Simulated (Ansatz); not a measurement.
# C₃H₉Cl₂GaOSi: a ladder of functionals and wavefunction methods

The task here is to estimate one member of a computed series from the others.

The runs use Ansatz 0.2.0, Gaussian basis; functionals in def2-TZVPP, the program's frozen cores in correlated methods.

Levels to be run: LDA (SPW92), PBE-D4, revPBE-D4, BLYP-D4, r2SCAN-D4, B97M-V, PBE0-D4, B3LYP-D4, r2SCANh-D4, r2SCAN0-D4, HSE06-D4, BHLYP-D4, CAM-B3LYP-D4, LC-ωPBE, ωB97X-V, ωB97M-V, B2PLYP, PBE-QIDH; CCSD(T)/def2-SVP; CCSD(T)/def2-TZVPP; MP2/def2-QZVPP; extrapolation to the limit; RPA on PBE.

1 further run of the same task is left out (it didn't finish).

### The geometry

All runs share one geometry, relaxed beforehand with PBE0-D4 in a triple-zeta def2 set.

SMILES `C[Si](C)(C)[O][Ga]([Cl])[Cl]`, 17 atoms, charge 0, spin multiplicity 1.

Atoms are counted from 1 here; the program's logs count them from 0.

Bond lengths: C1–Si2 1.862 Å, C1–H9 1.094 Å, C1–H10 1.093 Å, C1–H11 1.093 Å, Si2–C3 1.867 Å, Si2–C4 1.867 Å, Si2–O5 1.661 Å, C3–H12 1.094 Å, C3–H13 1.094 Å, C3–H14 1.093 Å, C4–H15 1.094 Å, C4–H16 1.093 Å, C4–H17 1.094 Å, O5–Ga6 1.747 Å, Ga6–Cl7 2.113 Å, Ga6–Cl8 2.125 Å. Angles: Si2–C1–H9 111.0°, Si2–C1–H10 110.9°, Si2–C1–H11 110.9°, H9–C1–H10 108.0°, H9–C1–H11 108.0°, H10–C1–H11 107.9°, C1–Si2–C3 111.0°, C1–Si2–C4 111.0°, C1–Si2–O5 106.2°, C3–Si2–C4 110.1°, C3–Si2–O5 109.1°, C4–Si2–O5 109.1°, Si2–C3–H12 111.1°, Si2–C3–H13 111.0°, Si2–C3–H14 111.1°, H12–C3–H13 107.6°, H12–C3–H14 108.1°, H13–C3–H14 107.7° and more.

The first run:

File in.yaml:

```yaml
crystal:
  periodic: [false, false, false]
  atoms:
    - {symbol: C, position_ang: [0.690151, 1.510530, -1.460513]}
    - {symbol: Si, position_ang: [0.106718, 0.166039, -0.311354]}
    - {symbol: C, position_ang: [1.348849, -1.225224, -0.221927]}
    - {symbol: C, position_ang: [-1.558748, -0.491947, -0.840156]}
    - {symbol: O, position_ang: [-0.035241, 0.865657, 1.187994]}
    - {symbol: Ga, position_ang: [-0.510565, 0.307511, 2.773547]}
    - {symbol: Cl, position_ang: [-0.508449, 1.652138, 4.402876]}
    - {symbol: Cl, position_ang: [-1.093673, -1.710993, 3.091737]}
    - {symbol: H, position_ang: [0.810904, 1.130901, -2.478927]}
    - {symbol: H, position_ang: [-0.025826, 2.335556, -1.490099]}
    - {symbol: H, position_ang: [1.652307, 1.912231, -1.133321]}
    - {symbol: H, position_ang: [1.016832, -2.006846, 0.467252]}
    - {symbol: H, position_ang: [1.489801, -1.687770, -1.202877]}
    - {symbol: H, position_ang: [2.322717, -0.862755, 0.117948]}
    - {symbol: H, position_ang: [-1.911806, -1.268313, -0.155530]}
    - {symbol: H, position_ang: [-2.306996, 0.304757, -0.866502]}
    - {symbol: H, position_ang: [-1.505977, -0.932075, -1.839950]}
basis:
  gaussian: {orbitals: def2-TZVPP}
hamiltonian: {xc: lda}
output: {orbitals: {seedname: orbitals}}
```

Started as:

```bash
> ansatz run in.yaml --threads 4 --pin off --events-out ev --progress --plain --max-ram 66560MiB --backend cuda --devices 0, --max-vram 37GiB
```

Among the steps run: LDA; PBE-D4 (GGA); revPBE-D4 (GGA); BLYP-D4 (GGA); r2SCAN-D4 (meta-GGA); B97M-V (meta-GGA); PBE0-D4 (hybrid); B3LYP-D4 (hybrid); r2SCANh-D4 (hybrid); r2SCAN0-D4 (hybrid); HSE06-D4 (hybrid); BHLYP-D4 (hybrid); CAM-B3LYP-D4 (range-separated); LC-ωPBE (range-separated); ωB97X-V (range-separated); ωB97M-V (range-separated); B2PLYP (double hybrid); PBE-QIDH (double hybrid).

One of the session's tables, all rows but one given; the rest of the session is left out.

It belongs to the step «Frontier levels by functional». 

| functional | HOMO (eV) | LUMO (eV) | gap (eV) |
| --- | --- | --- | --- |
| LDA (SPW92) | -7.09 | -2.72 | 4.37 |
| PBE-D4 | -6.95 | -2.39 | 4.55 |
| revPBE-D4 | -6.89 | -2.25 | 4.64 |
| BLYP-D4 | -6.84 | -2.36 | 4.49 |
| r2SCAN-D4 | -7.26 | -2.12 | 5.14 |
| B97M-V | -7.33 | -2.21 | 5.12 |
| PBE0-D4 | -8.30 | -1.44 | 6.86 |
| B3LYP-D4 | -8.09 | -1.78 | 6.31 |
| r2SCANh-D4 | -7.76 | -1.78 | 5.98 |
| r2SCAN0-D4 | -8.51 | -1.28 | 7.23 |
| HSE06-D4 | -7.90 | -1.81 | 6.09 |
| BHLYP-D4 | ? | ? | ? |
| CAM-B3LYP-D4 | -9.71 | -0.48 | 9.23 |
| LC-ωPBE | -11.06 | 0.86 | 11.92 |
| ωB97X-V | -10.71 | 0.66 | 11.37 |
| ωB97M-V | -10.57 | 0.45 | 11.02 |

Q: Estimate the row for BHLYP-D4 from the others.

Worked estimate for «HOMO (eV)». Against the share of exact exchange, BLYP-D4 (0, -6.84), B3LYP-D4 (0.2, -8.09) give a slope of -6.25 per unit share; at 0.5 the line stands at -9.96.

**Answer.** HOMO (eV): -9.59; LUMO (eV): -0.53; gap (eV): 9.06. In «HOMO (eV)» the line misses by -0.37.
